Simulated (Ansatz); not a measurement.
This script makes a scan of the energy under strain of Ta, space group Fm-3m with Ansatz 0.2.0, Python API.

`ta_strain.py`
```python
# -*- coding: utf-8 -*-
"""A uniaxial strain scan of Ta."""

import ansatz
import numpy as np

VECTORS = np.array([
    [0.0, 2.11, 2.11],
    [2.11, 0.0, 2.11],
    [2.11, 2.11, 0.0],
])
SITES = [
    ("Ta", [0.0, 0.0, 0.0]),
]


def build(cell):
    crystal = ansatz.Crystal(lattice=ansatz.Lattice.of(cell))
    for symbol, position in SITES:
        crystal = crystal.atom(symbol, position)
    return crystal

# clamped ions: the fractional positions stay as typed
values = np.linspace(-0.02, 0.02, 5)
energies = []
for d in values:
    strain = np.diag([0, 0, d])
    cell = VECTORS @ (np.eye(3) + strain)
    job = (
        build(cell).calculation()
        .functional("r2scan")
        .basis(41 * ansatz.Ry)
        .occupations("cold", width=0.1)
        .kpoints(14, 14, 14)
    )
    summary = job.run(threads=1, pin="off").report
    energies.append(summary["free_energy_ev"] / len(SITES))
    print(f"d = {d:+.4f}  F = {energies[-1]:.5f} eV/atom")
energies = np.array(energies)

for value, e in zip(values, energies):
    print(f"strain {value:7.3f}   E - Emin = {1000 * (e - energies.min()):9.3f} meV/atom")
np.savetxt("strain.csv", np.column_stack([values, energies]), fmt="%.6f", delimiter=",", header="strain,energy_eV_per_atom")
curvature = 2 * np.polyfit(values, energies, 3)[1]
volume = abs(np.linalg.det(VECTORS)) / len(SITES)
print(f"d2E/dd2 over the volume: {curvature / volume * 160.21766:.1f} GPa")
```

How much energy does this uniaxial strain cost, and what curvature follows?

Against the unstrained cell the energy per atom changes by -0.66 meV at one end of the scan and +7.94 meV at the other, and its second derivative over the volume is 154.2 GPa.

What the script printed:

`python ta_strain.py` gives:
```text
d = -0.0200  F = -9944.07715 eV/atom
d = -0.0100  F = -9944.07759 eV/atom
d = +0.0000  F = -9944.07650 eV/atom
d = +0.0100  F = -9944.07351 eV/atom
d = +0.0200  F = -9944.06856 eV/atom
strain  -0.020   E - Emin =     0.434 meV/atom
strain  -0.010   E - Emin =     0.000 meV/atom
strain   0.000   E - Emin =     1.092 meV/atom
strain   0.010   E - Emin =     4.083 meV/atom
strain   0.020   E - Emin =     9.030 meV/atom
d2E/dd2 over the volume: 154.2 GPa
```

File `strain.csv` afterwards:
```csv
# strain,energy_eV_per_atom
-0.020000,-9944.077155
-0.010000,-9944.077589
0.000000,-9944.076497
0.010000,-9944.073506
0.020000,-9944.068559
```

Notes:
- Total energies depend on the potentials; only differences at equal settings carry meaning.
- The curvature belongs to this strain pattern and to the cell's stress; it equals a single elastic constant only for simple patterns.
- In a metal a curvature from energy changes of a few meV or less hangs on mesh and smearing, in size and even in sign.
- Spin-orbit coupling, which matters for elements this heavy, is left out.
- This isn't the structure that Ta takes at ambient conditions.
- The ions keep their fractional positions (clamped ions).
- Timing: 19 s on 1 thread of Intel(R) Xeon(R) Processor @ 2.30GHz (shared host), peak memory 0.57 GiB.
